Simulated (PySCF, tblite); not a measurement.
# B11N11H14: electronic excitations, NMR shifts

Wanted: electronic excitations, NMR shifts for B11N11H14.

Computed with tblite 0.8.0 and PySCF 2.14.0 and routines of our own; the level stands in each step. Atoms count from 0.

### Step 1. The starting structure

36 atoms, charge 0, multiplicity 1; geometry from: force field, distance geometry or constructed start.

### Step 2. Relaxing the molecule with GFN2-xTB

What the job is given:

```
{"job": {"kind": "relax", "xc": "GFN2-xTB", "basis": "xTB"}, "charge": 0, "multiplicity": 1}
N     -0.629200    -3.619600    -0.001600
B     -1.893100    -2.890200    -0.006900
N     -3.140400    -3.620100     0.001000
B     -3.146300    -5.063400    -0.006200
N     -1.890900    -5.794000     0.003400
B     -0.637400    -5.068300    -0.002600
N      3.133200     2.908900    -0.003300
B      1.880800     3.634900     0.001500
N      0.624300     2.905100    -0.000400
B      0.618800     1.456400     0.001600
N      1.875300     0.731000    -0.002100
B      3.130600     1.455200    -0.000000
N      1.874000     5.082900     0.005000
B      0.623800     5.806600    -0.002700
N     -0.636300     5.087300     0.000200
B     -0.636000     3.632800     0.006300
N      0.622000    -1.440900     0.000900
B     -0.635200    -0.721200    -0.001000
N     -1.890500    -1.441000     0.002500
B      0.624400    -2.891900     0.002700
N     -0.636400     0.736000     0.001500
B      1.876500    -0.716300    -0.000200
H     -4.042900    -3.093200     0.006600
H     -4.163000    -5.657100    -0.001500
H     -1.889400    -6.830200     0.000900
H      0.373000    -5.653700     0.002500
H      4.034500     3.429500    -0.000700
H      4.145700     0.872800     0.001200
H      2.778600     5.602600    -0.002000
H      0.622700     6.977600     0.003400
H     -1.531200     5.602800    -0.001100
H     -1.649300     3.048500     0.000200
H     -2.791500    -0.922700    -0.001900
H      1.637000    -3.479100     0.003700
H     -1.533600     1.254000    -0.003300
H      2.891100    -1.300600    -0.002900
```

Started as:

```sh
$ OMP_NUM_THREADS=1 python large_run.py task.json out
```

One launch serves the whole session: the jobs run in the order shown.

Output:

```text
step      E/eV     max force
  0   -1461.31458    1.426
  1   -1461.55085    0.972
  2   -1461.72603    0.663
  3   -1461.81115    0.627
  4   -1461.85937    0.348
  5   -1461.87497    0.215
  6   -1461.88412    0.222
  7   -1461.88972    0.190
  8   -1461.89512    0.188
  9   -1461.90024    0.178
 10   -1461.90556    0.188
 11   -1461.91024    0.151
 12   -1461.91342    0.102
 13   -1461.91518    0.075
 14   -1461.91638    0.069
 15   -1461.91759    0.072
 16   -1461.91890    0.086
 17   -1461.91989    0.062
 18   -1461.92037    0.036
 19   -1461.92059    0.030
 20   -1461.92078    0.033
 21   -1461.92100    0.031
 22   -1461.92120    0.025
 23   -1461.92135    0.023
 24   -1461.92148    0.028
 25   -1461.92162    0.026
 26   -1461.92174    0.020
 27   -1461.92182    0.020
```

Wall time 1.1 s (1 thread of Arm Neoverse N1, shared host); peak memory 0.16 GiB.

Relaxation path:

| step | energy from step 0 (eV) | largest force (eV/Å) |
| --- | --- | --- |
| 0 | 0.0000 | 1.4258 |
| 1 | -0.2363 | 0.9714 |
| 2 | -0.4115 | 0.6625 |
| 3 | -0.4966 | 0.6267 |
| 4 | -0.5448 | 0.3481 |
| 5 | -0.5604 | 0.2148 |
| 6 | -0.5695 | 0.2228 |
| 7 | -0.5751 | 0.1896 |
| 8 | -0.5805 | 0.1887 |
| 9 | -0.5857 | 0.1784 |
| 10 | -0.5910 | 0.1879 |
| 12 | -0.5988 | 0.1020 |
| 13 | -0.6006 | 0.0752 |
| 14 | -0.6018 | 0.0694 |
| 16 | -0.6043 | 0.0863 |
| 17 | -0.6053 | 0.0619 |
| 18 | -0.6058 | 0.0353 |
| 20 | -0.6062 | 0.0337 |
| 21 | -0.6064 | 0.0311 |
| 23 | -0.6068 | 0.0228 |
| 24 | -0.6069 | 0.0282 |
| 25 | -0.6070 | 0.0261 |
| 26 | -0.6072 | 0.0202 |
| 27 | -0.6072 | 0.0200 |

Close pairs (by a distance rule), those that changed most:

| bond | before (Å) | after (Å) | change (Å) |
| --- | --- | --- | --- |
| N6–B11 | 1.454 | 1.408 | -0.045 |
| N14–B15 | 1.455 | 1.416 | -0.038 |
| B17–N20 | 1.457 | 1.421 | -0.037 |
| N2–H22 | 1.045 | 1.009 | -0.036 |
| N12–B13 | 1.445 | 1.409 | -0.036 |
| N12–H28 | 1.043 | 1.009 | -0.035 |
| N2–B3 | 1.443 | 1.410 | -0.034 |
| N4–B5 | 1.448 | 1.415 | -0.033 |

The final coordinates are the input of the step that follows.

### Step 3. Harmonic vibrations with GFN2-xTB

What the job is given:

```
{"job": {"kind": "ir", "xc": "GFN2-xTB", "basis": "xTB"}, "charge": 0, "multiplicity": 1}
N     -0.607527    -3.615817     0.000675
B     -1.858556    -2.893696     0.000238
N     -3.091062    -3.620223    -0.000087
B     -3.139866    -5.029017    -0.000235
N     -1.892320    -5.707039    -0.000393
B     -0.639330    -5.048913     0.000507
N      3.035232     2.862928    -0.000336
B      1.814664     3.605569     0.000178
N      0.557760     2.904275     0.000312
B      0.590689     1.448835    -0.000329
N      1.846492     0.727645    -0.000453
B      3.082280     1.455455    -0.000402
N      1.832182     5.035113     0.000495
B      0.654881     5.808809     0.000868
N     -0.567043     5.087549     0.001038
B     -0.646303     3.673669     0.000990
N      0.636776    -1.458169     0.000254
B     -0.615471    -0.740051    -0.000215
N     -1.835059    -1.472663    -0.000329
B      0.626464    -2.889491     0.000805
N     -0.600640     0.680527    -0.000621
B      1.852765    -0.705009    -0.000404
H     -3.953396    -3.096969    -0.000068
H     -4.160800    -5.611306    -0.000682
H     -1.898600    -6.715231    -0.000657
H      0.353485    -5.673871     0.000909
H      3.902118     3.378886    -0.000320
H      4.115532     0.900731    -0.000239
H      2.727739     5.499135     0.000464
H      0.681889     6.982827     0.000870
H     -1.430016     5.608920     0.001170
H     -1.714186     3.177727     0.001494
H     -2.707215    -0.965308    -0.000722
H      1.641087    -3.475997     0.001583
H     -1.480065     1.171163    -0.000942
H      2.879171    -1.270037    -0.000739
```

Output:

```text
mode    cm-1     km/mol
  1      26.5      0.02
  2      31.9      1.85
  3      63.7      0.03
  4      89.5      0.51
  5     105.1      0.49
  6     116.9      0.01
  7     146.3      0.39
  8     191.3      0.11
  9     193.7      0.11
 10     203.7      1.04
 11     246.6      0.04
 12     251.6      0.65
 13     278.1      0.04
 14     310.4      0.07
 15     324.8      0.09
 16     328.5      0.08
 17     339.5      0.07
 18     345.2      1.21
 19     358.0      0.01
 20     386.4      2.89
 21     407.3      0.52
 22     432.2      0.43
 23     452.3      0.58
 24     498.7      1.01
 25     509.0      0.04
 26     524.4      0.31
 27     558.9      1.11
 28     585.5      5.89
 29     613.4     21.42
 30     633.9      2.76
 31     634.3     68.69
 32     641.1      2.38
 33     655.0      2.99
 34     663.8      0.01
 35     673.3      3.32
 36     684.6      7.54
 37     687.4      2.57
 38     688.5      2.25
 39     698.1      5.69
 40     708.2      0.47
 41     715.5    253.87
 42     744.5      2.05
 43     756.6      4.06
 44     760.1      1.61
 45     781.2      3.63
 46     787.0     28.42
 47     790.5      3.32
 48     795.8      2.69
 49     802.4     65.88
 50     814.0     85.24
 51     818.3    998.14
 52     874.4      1.51
 53     954.4      6.39
 54     964.3      6.26
 55     990.8      2.04
 56     999.5      4.93
 57    1021.1      0.37
 58    1040.5      0.26
 59    1054.8      1.93
 60    1072.5     13.62
 61    1085.1      2.89
 62    1094.7      0.47
 63    1108.7     17.62
 64    1120.2      4.48
 65    1127.4     11.26
 66    1136.7     19.22
 67    1159.6      0.14
 68    1167.3      8.41
 69    1170.0      6.20
 70    1208.5     10.75
 71    1214.6     12.95
 72    1218.6     52.32
 73    1228.1      2.69
 74    1230.2     58.66
 75    1259.3     17.61
 76    1278.7     53.31
 77    1284.3     96.60
 78    1300.8     18.02
 79    1320.1     22.92
 80    1336.2    561.57
 81    1353.7     57.41
 82    1369.3   2762.80
 83    1378.5     85.17
 84    1388.2   1143.28
 85    1396.8   2432.79
 86    1413.5    894.64
 87    1430.5    707.03
 88    1434.7    148.32
 89    2548.3    223.49
 90    2580.3    319.30
 91    2590.3    303.85
 92    2598.8     36.76
 93    2601.1     83.24
 94    2610.3     17.66
 95    2622.4    599.11
 96    3448.2      7.33
 97    3453.3      4.20
 98    3456.0      8.16
 99    3457.7      7.72
100    3464.5      2.83
101    3465.5      3.09
102    3480.0      4.37
```

Wall time 7.5 s (1 thread of Arm Neoverse N1, shared host); peak memory 0.16 GiB.

The strongest bands and the atoms that carry them (share of the mass-weighted mode):

| cm⁻¹ | km/mol | atoms |
| --- | --- | --- |
| 818 | 998.1 | H23 18 %, H24 13 % |
| 1336 | 561.6 | B15 14 % |
| 1369 | 2762.8 | B3 17 %, B9 13 % |
| 1388 | 1143.3 | B1 14 %, N4 12 %, B17 12 % |
| 1397 | 2432.8 | B13 13 %, N6 12 %, B7 12 % |
| 1414 | 894.6 | B17 15 %, B7 13 %, N12 12 % |
| 1430 | 707.0 | B7 12 % |
| 2622 | 599.1 | H35 47 %, H33 31 % |

### Step 4. Electronic excitations: TDA PBE0/def2-SVP

Settings changed since step 3:

```diff
@@ -1,2 +1,2 @@
-{"job": {"kind": "ir", "xc": "GFN2-xTB", "basis": "xTB"}, "charge": 0, "multiplicity": 1}
+{"job": {"kind": "uv", "basis": "def2-SVP", "grid": 1, "kgrid": 0, "vcut": 1.5, "nstates": 6, "ntriplets": 2, "tda": true, "delta": [], "pop": true, "xc": "PBE0"}, "charge": 0, "multiplicity": 1}
 N     -0.607527    -3.615817     0.000675
```

With the program's defaults for keys left out, this is: TDA PBE0/def2-SVP, vertical, gas phase, core orbitals frozen in the response, virtual orbitals cut by energy.

Output:

```text
start: PBE on a coarse grid of 30642 points
cycle   1  E = -882.8543104495  dE =  3.233e+00  |g| = 1.199e+00  |ddm| = 7.471e+00
cycle   2  E = -882.2405991471  dE =  6.137e-01  |g| = 2.029e+00  |ddm| = 2.997e+00
cycle   3  E = -883.1859502876  dE = -9.454e-01  |g| = 2.006e-01  |ddm| = 1.951e+00
cycle   4  E = -883.1962614758  dE = -1.031e-02  |g| = 6.698e-02  |ddm| = 2.615e-01
cycle   5  E = -883.1971812671  dE = -9.198e-04  |g| = 2.701e-02  |ddm| = 7.511e-02
cycle   6  E = -883.1973347065  dE = -1.534e-04  |g| = 9.836e-03  |ddm| = 3.058e-02
final grid: 135240 points
cycle   7  E = -883.4375514217  dE = -1.406e-02  |g| = 3.200e-02  |ddm| = 5.477e-01
cycle   8  E = -883.4376932135  dE = -1.418e-04  |g| = 2.569e-02  |ddm| = 6.983e-02
cycle   9  E = -883.4378324218  dE = -1.392e-04  |g| = 9.378e-03  |ddm| = 2.700e-02
cycle  10  E = -883.4378529865  dE = -2.056e-05  |g| = 2.248e-03  |ddm| = 8.690e-03
cycle  11  E = -883.4378553705  dE = -2.384e-06  |g| = 4.879e-04  |ddm| = 2.595e-03
cycle  12  E = -883.4378562664  dE = -8.959e-07  |g| = 2.578e-04  |ddm| = 5.975e-04
cycle  13  E = -883.4378544648  dE =  1.802e-06  |g| = 3.132e-05  |ddm| = 2.136e-04
converged SCF energy = -883.4378544648

Static polarisability (au): isotropic 194.452, principal 99.349 196.985 287.022

Singlet excitations
state   eV       nm        f      main configurations
  1   5.9963    206.8   0.02962   H->L 0.93
  2   6.2077    199.7   0.02475   H->L+1 0.62, H-1->L 0.27
  3   6.4886    191.1   0.89792   H-1->L 0.37, H->L+1 0.24, H->L+2 0.18
  4   6.5594    189.0   0.18886   H-2->L 0.66, H->L+2 0.17
  5   6.7199    184.5   0.01672   H-1->L+1 0.22, H->L+2 0.20, H-3->L 0.15
  6   6.8750    180.3   0.06952   H-2->L+1 0.24, H-2->L 0.15, H-1->L 0.14

Triplet excitations (Tamm-Dancoff, eV): 5.7027 5.8811
```

It took 1.9 min on 1 thread of Arm Neoverse N1, shared host; peak memory 0.69 GiB.

The orbitals next to the gap, with their largest atomic shares:

| orbital | eV | atoms |
| --- | --- | --- |
| HOMO−4 | -8.36 | N0 19 %, N8 19 %, N2 12 % |
| HOMO−3 | -8.15 | N4 18 %, N12 16 %, N20 13 % |
| HOMO−2 | -7.66 | N16 19 %, N2 15 %, N8 13 % |
| HOMO−1 | -7.54 | N12 19 %, N6 18 %, N4 9 % |
| HOMO | -7.04 | N18 23 %, N20 20 %, N2 10 % |
| LUMO | -0.14 | B19 20 %, B21 19 %, B5 11 % |
| LUMO+1 | 0.16 | B15 32 %, B13 14 %, B11 9 % |
| LUMO+2 | 0.52 | B11 28 %, B5 13 %, B7 12 % |
| LUMO+3 | 1.07 | B17 15 %, B1 15 %, B21 14 % |

With each of the 6 states as a Gaussian band of 0.4 eV half-width at 1/e, the curve within the window shown has maxima at 191 nm (ε 46,000) L/(mol cm). Beyond the last state computed it falls off for lack of states. The curve at chosen wavelengths:

(nm, ε (L/mol/cm)): (173, 4421), (175, 7385), (177, 11566), (180, 20104), (182, 26833), (184, 33628), (186, 39628), (189, 45377), (191, 46302), (193, 44822), (195, 41296), (198, 33540), (200, 27733), (202, 22109), (204, 17065), (207, 10997), (209, 7984), (211, 5702), (213, 4023), (216, 2348), (218, 1629), (220, 1125), (222, 775), (225, 439), (227, 298), (229, 201)

Further results of this job:

| property | computed |
| --- | --- |
| dipole moment (D) | 3.86 |
| polarisability (Å³) | 28.81 |
| HOMO–LUMO gap (eV) | 6.90 |
| −ε(HOMO) (eV) | 7.04 |

### Step 5. NMR shifts: GIAO KT3/pcSseg-1

Settings changed since step 4:

```diff
@@ -1,2 +1,2 @@
-{"job": {"kind": "uv", "basis": "def2-SVP", "grid": 1, "kgrid": 0, "vcut": 1.5, "nstates": 6, "ntriplets": 2, "tda": true, "delta": [], "pop": true, "xc": "PBE0"}, "charge": 0, "multiplicity": 1}
+{"job": {"kind": "nmr", "xc": "KT3", "basis": "pcSseg-1", "pop": false}, "charge": 0, "multiplicity": 1}
 N     -0.607527    -3.615817     0.000675
```

With the program's defaults for keys left out, this is: GIAO KT3/pcSseg-1 NMR shielding, non-relativistic, gas phase.

Output:

```text
start: PBE on a coarse grid of 30642 points
cycle   1  E = -883.4055078650  dE =  3.341e+00  |g| = 1.233e+00  |ddm| = 5.871e+00
cycle   2  E = -882.7798757077  dE =  6.256e-01  |g| = 2.081e+00  |ddm| = 2.635e+00
cycle   3  E = -883.7429258609  dE = -9.631e-01  |g| = 2.093e-01  |ddm| = 1.784e+00
cycle   4  E = -883.7536281216  dE = -1.070e-02  |g| = 6.661e-02  |ddm| = 2.229e-01
cycle   5  E = -883.7545163503  dE = -8.882e-04  |g| = 2.564e-02  |ddm| = 6.087e-02
cycle   6  E = -883.7546428166  dE = -1.265e-04  |g| = 1.010e-02  |ddm| = 2.717e-02
cycle   7  E = -883.7546664958  dE = -2.368e-05  |g| = 2.404e-03  |ddm| = 8.491e-03
final grid: 286908 points
cycle   8  E = -899.1285241348  dE = -4.475e-02  |g| = 1.405e-01  |ddm| = 5.155e-01
cycle   9  E = -899.1209073002  dE =  7.617e-03  |g| = 2.344e-01  |ddm| = 2.443e-01
cycle  10  E = -899.1328063447  dE = -1.190e-02  |g| = 1.283e-02  |ddm| = 1.534e-01
cycle  11  E = -899.1328460416  dE = -3.970e-05  |g| = 4.689e-03  |ddm| = 1.700e-02
cycle  12  E = -899.1328505218  dE = -4.480e-06  |g| = 1.663e-03  |ddm| = 4.493e-03
cycle  13  E = -899.1328517305  dE = -1.209e-06  |g| = 4.729e-04  |ddm| = 1.809e-03
cycle  14  E = -899.1328506447  dE =  1.086e-06  |g| = 1.177e-04  |ddm| = 4.296e-04
cycle  15  E = -899.1328529115  dE = -2.267e-06  |g| = 4.190e-05  |ddm| = 1.234e-04
converged SCF energy = -899.1328529115

GIAO shielding tensors (ppm)
atom      isotropic    diamagn.    paramagn.     s11        s22        s33       span
  0 N      106.866     333.674    -226.809     20.164     34.173    266.261    246.097
  1 B       81.107     201.938    -120.831     62.364     75.514    105.442     43.077
  2 N      142.314     328.879    -186.565     42.940    174.324    209.679    166.739
  3 B       77.161     196.375    -119.214     51.907     67.323    112.252     60.345
  4 N      125.222     318.253    -193.031     -7.114    160.558    222.221    229.335
  5 B       72.587     195.665    -123.078     50.458     61.154    106.149     55.691
  6 N      140.039     324.026    -183.987     40.908    173.825    205.384    164.476
  7 B       81.464     199.136    -117.672     67.243     70.614    106.534     39.290
  8 N      127.880     335.996    -208.117     39.090     79.378    265.170    226.080
  9 B       78.544     203.482    -124.939     60.347     75.806     99.477     39.130
 10 N      107.936     339.424    -231.488     21.046     39.595    263.168    242.122
 11 B       71.679     199.323    -127.644     48.799     62.787    103.451     54.651
 12 N      140.525     321.962    -181.437     40.114    171.823    209.639    169.525
 13 B       77.339     196.639    -119.300     52.622     66.521    112.874     60.252
 14 N      125.557     323.679    -198.122     -7.755    160.863    223.562    231.316
 15 B       76.827     203.171    -126.344     50.390     68.315    111.775     61.384
 16 N      105.816     342.562    -236.746     19.200     32.175    266.074    246.874
 17 B       80.316     204.310    -123.995     61.288     77.291    102.367     41.079
 18 N      161.900     336.948    -175.048    100.371    188.538    196.792     96.421
 19 B       66.536     198.917    -132.381     50.867     52.546     96.195     45.328
 20 N      160.927     340.611    -179.685     88.973    177.813    215.994    127.021
 21 B       66.349     199.955    -133.606     50.518     53.021     95.508     44.990
 22 H       27.057      33.407      -6.351     21.688     28.330     31.152      9.464
 23 H       27.230      24.210       3.020     24.274     27.485     29.930      5.656
 24 H       26.013      20.382       5.631     21.967     25.568     30.503      8.536
 25 H       26.883      28.530      -1.648     23.678     28.272     28.698      5.020
 26 H       27.022      28.168      -1.147     21.830     27.640     31.595      9.765
 27 H       26.879      31.402      -4.524     23.413     28.223     29.000      5.588
 28 H       26.952      25.171       1.781     21.782     27.672     31.402      9.621
 29 H       27.218      23.384       3.834     24.177     27.487     29.990      5.813
 30 H       25.946      28.235      -2.290     21.461     25.966     30.410      8.949
 31 H       26.757      37.422     -10.665     21.864     27.508     30.899      9.035
 32 H       28.094      40.348     -12.254     21.357     30.295     32.630     11.273
 33 H       26.537      33.637      -7.100     22.946     27.852     28.813      5.867
 34 H       26.635      42.192     -15.557     17.899     29.642     32.365     14.466
 35 H       26.548      34.502      -7.954     22.808     27.901     28.935      6.127
```

It took 88 s on 1 thread of Arm Neoverse N1, shared host; peak memory 0.64 GiB.

Shifts follow as δ = σ(reference) − σ, with reference shieldings (ppm) from runs at the same level and on the same kind of geometry: 1H TMS 31.76, 15N NH3 264.4, 11B BF3·OEt2 100.0. The references are single molecules in the gas phase, so shifts against H2O, NH3, PH3, H3PO4 or CFCl3 are not on the usual liquid scales and can be off by tens of ppm.

| atoms | environment | σ (ppm) | δ (ppm) |
| --- | --- | --- | --- |
| H30 | hydrogen on a nitrogen bonded to 2 B | 25.95 | 5.81 |
| H24 | hydrogen on a nitrogen bonded to 2 B | 26.01 | 5.75 |
| H33 | hydrogen on a boron bonded to 2 N | 26.54 | 5.22 |
| H35 | hydrogen on a boron bonded to 2 N | 26.55 | 5.21 |
| H34 | hydrogen on a nitrogen bonded to 2 B | 26.64 | 5.12 |
| H31 | hydrogen on a boron bonded to 2 N | 26.76 | 5.00 |
| H27 | hydrogen on a boron bonded to 2 N | 26.88 | 4.88 |
| H25 | hydrogen on a boron bonded to 2 N | 26.88 | 4.88 |
| H28 | hydrogen on a nitrogen bonded to 2 B | 26.95 | 4.81 |
| H26 | hydrogen on a nitrogen bonded to 2 B | 27.02 | 4.74 |
| H22 | hydrogen on a nitrogen bonded to 2 B | 27.06 | 4.70 |
| H29 | hydrogen on a boron bonded to 2 N | 27.22 | 4.54 |
| H23 | hydrogen on a boron bonded to 2 N | 27.23 | 4.53 |
| H32 | hydrogen on a nitrogen bonded to 2 B | 28.09 | 3.67 |
| N16 | nitrogen bonded to 3 B | 105.8 | 158.6 |
| N0 | nitrogen bonded to 3 B | 106.9 | 157.5 |
| N10 | nitrogen bonded to 3 B | 107.9 | 156.5 |
| N4 | nitrogen bonded to 2 B, H | 125.2 | 139.2 |
| N14 | nitrogen bonded to 2 B, H | 125.6 | 138.8 |
| N8 | nitrogen bonded to 3 B | 127.9 | 136.5 |
| N6 | nitrogen bonded to 2 B, H | 140.0 | 124.4 |
| N12 | nitrogen bonded to 2 B, H | 140.5 | 123.9 |
| N2 | nitrogen bonded to 2 B, H | 142.3 | 122.1 |
| N20 | nitrogen bonded to 2 B, H | 160.9 | 103.5 |
| N18 | nitrogen bonded to 2 B, H | 161.9 | 102.5 |
| B21 | boron bonded to 2 N, H | 66.3 | 33.6 |
| B19 | boron bonded to 2 N, H | 66.5 | 33.4 |
| B11 | boron bonded to 2 N, H | 71.7 | 28.3 |
| B5 | boron bonded to 2 N, H | 72.6 | 27.4 |
| B15 | boron bonded to 2 N, H | 76.8 | 23.1 |
| B3 | boron bonded to 2 N, H | 77.2 | 22.8 |
| B13 | boron bonded to 2 N, H | 77.3 | 22.6 |
| B9 | boron bonded to 3 N | 78.5 | 21.4 |
| B17 | boron bonded to 3 N | 80.3 | 19.7 |
| B1 | boron bonded to 3 N | 81.1 | 18.9 |
| B7 | boron bonded to 3 N | 81.5 | 18.5 |

Ring of atoms N0, B1, N2, B3, N4, B5: NICS(0) -1.8, NICS(1) -2.3, NICS(1)zz -1.8 ppm (means of both faces).

Ring of atoms N0, B1, N16, B17, N18, B19: NICS(0) -1.5, NICS(1) -2.0, NICS(1)zz 0.3 ppm (means of both faces).

Ring of atoms N6, B7, N8, B9, N10, B11: NICS(0) -1.2, NICS(1) -1.8, NICS(1)zz 0.9 ppm (means of both faces).

### Step 6. Results

```
                                  quantity                                                                                   value
 strongest single infrared mode (GFN2-xTB)                                                                  1369 cm⁻¹, 2763 km/mol
              zero-point energy (GFN2-xTB)                                                                          159.3 kcal/mol
            lowest singlet (PBE0/def2-SVP)                                                             6.00 eV (207 nm), f = 0.030
  brightest single state of those computed                                                             state 3, 6.49 eV, f = 0.898
                            lowest triplet                                                                                 5.70 eV
      1H shifts against TMS (KT3/pcSseg-1)  5.81, 5.75, 5.22, 5.21, 5.12, 5.00, 4.88, 4.88, 4.81, 4.74, 4.70, 4.54, 4.53, 3.67 ppm
     15N shifts against NH3 (KT3/pcSseg-1)         158.6, 157.5, 156.5, 139.2, 138.8, 136.5, 124.4, 123.9, 122.1, 103.5, 102.5 ppm
11B shifts against BF3·OEt2 (KT3/pcSseg-1)                    33.6, 33.4, 28.3, 27.4, 23.1, 22.8, 22.6, 21.4, 19.7, 18.9, 18.5 ppm
```

What this shows: No mode is imaginary among the 102: a minimum at this level. The strongest single mode, at 1369 cm⁻¹, is spread over many atoms; the largest shares are those of B3, B9. GFN2-xTB is a fitted tight-binding method: band positions and strengths are rough. Its intensities can rank the bands wrongly. The lowest singlet, at 6.00 eV, is HOMO→LUMO 0.93 and is weak; of the 6 states computed, the strongest absorption comes from state 3 at 6.49 eV. The lowest triplet lies 0.29 eV below the lowest singlet.
